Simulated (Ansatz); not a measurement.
# CCSD/def2-SVPD (core potential) run of SnSiH6 (SMILES [SiH3][SnH3])

What is the vertical ionisation energy of SnSiH6 at CCSD/def2-SVPD (core potential)? 

The results are computed with Ansatz 0.2.0.

45 further runs of the same task are left out: 45 set aside as unsound or not needed.

**1. Starting point**

SnSiH6 has 8 atoms, charge 0, and is taken as a singlet. SMILES: `[SiH3][SnH3]`. The shape is that of a PBE0-D4/def2-TZVP optimisation.

Bond lengths: Si1–Sn2 2.560 Å, Si1–H3 1.487 Å, Si1–H4 1.487 Å, Si1–H5 1.487 Å, Sn2–H6 1.708 Å, Sn2–H7 1.708 Å, Sn2–H8 1.708 Å. Some angles: Si1–Sn2–H6 110.7°, Si1–Sn2–H7 110.8°, Si1–Sn2–H8 110.8°, Sn2–Si1–H3 110.2°, Sn2–Si1–H4 110.2°, Sn2–Si1–H5 110.2°, H6–Sn2–H7 108.2°, H6–Sn2–H8 108.2°, H7–Sn2–H8 108.2°, H3–Si1–H4 108.8°.

**2. A single-point energy at CCSD/def2-SVPD (core potential)**

File molecule.yaml:

```yaml
crystal:
  periodic: [false, false, false]
  atoms:
    - {symbol: Si, position_ang: [-0.621900, 0.121300, -1.152100]}
    - {symbol: Sn, position_ang: [0.611700, -0.129400, 1.077500]}
    - {symbol: H, position_ang: [-2.070400, 0.355200, -0.912500]}
    - {symbol: H, position_ang: [-0.465000, -1.112000, -1.967300]}
    - {symbol: H, position_ang: [-0.071600, 1.272400, -1.915300]}
    - {symbol: H, position_ang: [0.450400, 1.285900, 2.019300]}
    - {symbol: H, position_ang: [2.276200, -0.410700, 0.820500]}
    - {symbol: H, position_ang: [-0.017200, -1.439600, 1.974000]}
basis:
  gaussian: {orbitals: def2-SVPD}
correlation: {method: ccsd, frozen_orbitals: {H: 0, Si: 5, Sn: 4}}
accuracy: high
scf: {omitted_lower_state_checks: [cluster_reference, increment]}
```

Launch:

```bash
$ ansatz run molecule.yaml --threads 1 --pin off --max-ram 3480MiB --events-out events.jsonl --progress --plain --runs-dir runs
```

The log of the run:

```text
Warning: RAYON_NUM_THREADS=1 ignored (pool sized by the plan → 1); use --threads N
Functional definition: HF
  name "HF"
  exchange = exact_x
  correlation = 0
these checks for a lower state are left out or cut short: cluster_reference, increment
2258 factors; integrals over basis functions are off by at most 3.7e-9 eV
mean field evaluation 1: about -13758.5189 eV, gradient 1.2e1 eV
mean field evaluation 2: about -13758.5563 eV, gradient 1.2e1 eV
mean field evaluation 4: about -13759.4823 eV, gradient 1.1e0 eV
mean field evaluation 8: about -13759.4877 eV, gradient 5.6e-4 eV
mean field -13759.48766791 eV, -505.6518452800 hartree, gradient 2.7e-8 eV, S^2 0.000000; 0 other end points of the search recorded, 0 dependent functions left out
9 core orbitals not correlated: weight in the atoms' cores, before any rotation towards them, 1.000 or more for the frozen orbitals, at most 0.000 for the correlated occupied ones
reference -13759.48766791 eV, -505.6518452800 hartree; 12, 12 occupied and 83, 83 virtual orbitals, 2258 factors
second order -6.56451260 eV of doubles, -0.00000000 eV of singles
cycle   1  -7.55047815 eV  change   -9.9e-1 eV  update   8.0e-2
cycle   2  -7.93099732 eV  change   -3.8e-1 eV  update   2.7e-2
cycle   3  -7.95261520 eV  change   -2.2e-2 eV  update   7.2e-3
cycle   4  -7.94966003 eV  change    3.0e-3 eV  update   2.4e-3
cycle   5  -7.94897780 eV  change    6.8e-4 eV  update   6.7e-4
cycle   6  -7.94886194 eV  change    1.2e-4 eV  update   1.9e-4
cycle   7  -7.94885280 eV  change    9.1e-6 eV  update   4.8e-5
cycle   8  -7.94886294 eV  change   -1.0e-5 eV  update   1.4e-5
cycle   9  -7.94886484 eV  change   -1.9e-6 eV  update   4.1e-6
cycle  10  -7.94886338 eV  change    1.5e-6 eV  update   1.1e-6
cycle  11  -7.94886353 eV  change   -1.5e-7 eV  update   3.9e-7
cycle  12  -7.94886365 eV  change   -1.3e-7 eV  update   1.4e-7
cycle  13  -7.94886374 eV  change   -8.6e-8 eV  update   5.1e-8
cycle  14  -7.94886375 eV  change   -1.1e-8 eV  update   2.7e-8
cycle  15  -7.94886384 eV  change   -8.6e-8 eV  update   1.2e-7
cycle  16  -7.94886385 eV  change   -1.5e-8 eV  update   3.1e-8
cycle  17  -7.94886385 eV  change   -4.2e-9 eV  update   8.9e-9
cycle  18  -7.94886385 eV  change   5.4e-10 eV  update   3.0e-9
cycle  19  -7.94886385 eV  change   3.3e-10 eV  update  9.0e-10
Total energy: -13767.43653176 eV, -505.9439606387 hartree
Checks for a lower state left out: cluster_reference, increment
```

It took 24 s on 1 thread of Intel Xeon Platinum 8259CL at 2.50GHz (Skylake/Cascade Lake), shared host; peak memory 0.79 GiB.

**3. The doublet cation**

File job.yaml:

```yaml
crystal:
  periodic: [false, false, false]
  atoms:
    - {symbol: Si, position_ang: [-0.621900, 0.121300, -1.152100]}
    - {symbol: Sn, position_ang: [0.611700, -0.129400, 1.077500]}
    - {symbol: H, position_ang: [-2.070400, 0.355200, -0.912500]}
    - {symbol: H, position_ang: [-0.465000, -1.112000, -1.967300]}
    - {symbol: H, position_ang: [-0.071600, 1.272400, -1.915300]}
    - {symbol: H, position_ang: [0.450400, 1.285900, 2.019300]}
    - {symbol: H, position_ang: [2.276200, -0.410700, 0.820500]}
    - {symbol: H, position_ang: [-0.017200, -1.439600, 1.974000]}
basis:
  gaussian: {orbitals: def2-SVPD}
total_charge: 1
magnetization: {spin_polarized: true, initial_magnetization: 1}
correlation: {method: ccsd, frozen_orbitals: {H: 0, Si: 5, Sn: 4}}
accuracy: high
scf: {omitted_lower_state_checks: [cluster_reference, increment]}
```

Launch:

```bash
$ ansatz run job.yaml --threads 1 --pin off --max-ram 3480MiB --events-out events.jsonl --progress --plain --runs-dir runs
```

The log of the run:

```text
Warning: RAYON_NUM_THREADS=1 ignored (pool sized by the plan → 1); use --threads N
Functional definition: HF
  name "HF"
  exchange = exact_x
  correlation = 0
these checks for a lower state are left out or cut short: cluster_reference, increment
2257 factors; integrals over basis functions are off by at most 3.7e-9 eV
mean field evaluation 1: about -13748.9597 eV, gradient 9.1e0 eV
mean field evaluation 2: about -13748.9992 eV, gradient 9.1e0 eV
mean field evaluation 4: about -13750.0639 eV, gradient 9.4e-1 eV
mean field evaluation 8: about -13750.0754 eV, gradient 1.6e-3 eV
mean field -13750.07542090 eV, -505.3059515822 hartree, gradient 6.7e-8 eV, S^2 0.757751; 0 other end points of the search recorded, 0 dependent functions left out
9 core orbitals not correlated: weight in the atoms' cores, before any rotation towards them, 1.000 or more for the frozen orbitals, at most 0.000 for the correlated occupied ones
reference -13750.07542090 eV, -505.3059515822 hartree; 12, 11 occupied and 83, 84 virtual orbitals, 2257 factors
second order -5.94135851 eV of doubles, -0.00000000 eV of singles
cycle   1  -6.91771697 eV  change   -9.8e-1 eV  update   8.4e-2
cycle   2  -7.33530871 eV  change   -4.2e-1 eV  update   3.2e-2
cycle   3  -7.36052396 eV  change   -2.5e-2 eV  update   9.1e-3
cycle   4  -7.35762957 eV  change    2.9e-3 eV  update   3.4e-3
cycle   5  -7.35715118 eV  change    4.8e-4 eV  update   1.3e-3
cycle   6  -7.35712551 eV  change    2.6e-5 eV  update   4.2e-4
cycle   7  -7.35729109 eV  change   -1.7e-4 eV  update   1.6e-4
cycle   8  -7.35735083 eV  change   -6.0e-5 eV  update   5.5e-5
cycle   9  -7.35733485 eV  change    1.6e-5 eV  update   2.0e-5
cycle  10  -7.35733232 eV  change    2.5e-6 eV  update   8.6e-6
cycle  11  -7.35733237 eV  change   -4.9e-8 eV  update   3.7e-6
cycle  12  -7.35733207 eV  change    3.0e-7 eV  update   1.7e-6
cycle  13  -7.35733154 eV  change    5.3e-7 eV  update   1.1e-6
cycle  14  -7.35733059 eV  change    9.5e-7 eV  update   8.5e-7
cycle  15  -7.35733062 eV  change   -3.0e-8 eV  update   5.5e-7
cycle  16  -7.35733089 eV  change   -2.7e-7 eV  update   2.9e-7
cycle  17  -7.35733101 eV  change   -1.2e-7 eV  update   1.3e-7
cycle  18  -7.35733104 eV  change   -2.4e-8 eV  update   6.1e-8
cycle  19  -7.35733101 eV  change    2.8e-8 eV  update   3.3e-8
cycle  20  -7.35733100 eV  change    1.2e-8 eV  update   2.2e-8
cycle  21  -7.35733096 eV  change    3.7e-8 eV  update   1.0e-7
cycle  22  -7.35733094 eV  change    2.2e-8 eV  update   2.9e-8
cycle  23  -7.35733092 eV  change    1.4e-8 eV  update   9.4e-9
cycle  24  -7.35733092 eV  change    4.4e-9 eV  update   3.8e-9
cycle  25  -7.35733092 eV  change    1.0e-9 eV  update   1.6e-9
Total energy: -13757.43275182 eV, -505.5763285064 hartree
Checks for a lower state left out: cluster_reference, increment
```

It took 77 s on 1 thread of Intel Xeon Platinum 8259CL at 2.50GHz (Skylake/Cascade Lake), shared host; peak memory 1.6 GiB.

**4. What came out**

Level: CCSD/def2-SVPD (core potential), 9 core orbitals frozen.

| quantity | value |
| --- | --- |
| singlet SnSiH6: total energy | -505.94396 Eh |
| singlet SnSiH6: correlation energy (9 core orbitals frozen) | -292.1 mEh |
| singlet SnSiH6: T1 diagnostic | 0.010 |
| doublet cation: total energy | -505.57633 Eh |
| doublet cation: correlation energy (9 core orbitals frozen) | -270.4 mEh |
| doublet cation: ⟨S²⟩ of the reference determinant | 0.758 |
| doublet cation: T1 diagnostic | 0.012 |
| vertical ionisation energy (to the doublet cation) | 10.004 eV |

**Reading.** Removing an electron at fixed nuclei costs 10.00 eV (231 kcal/mol).
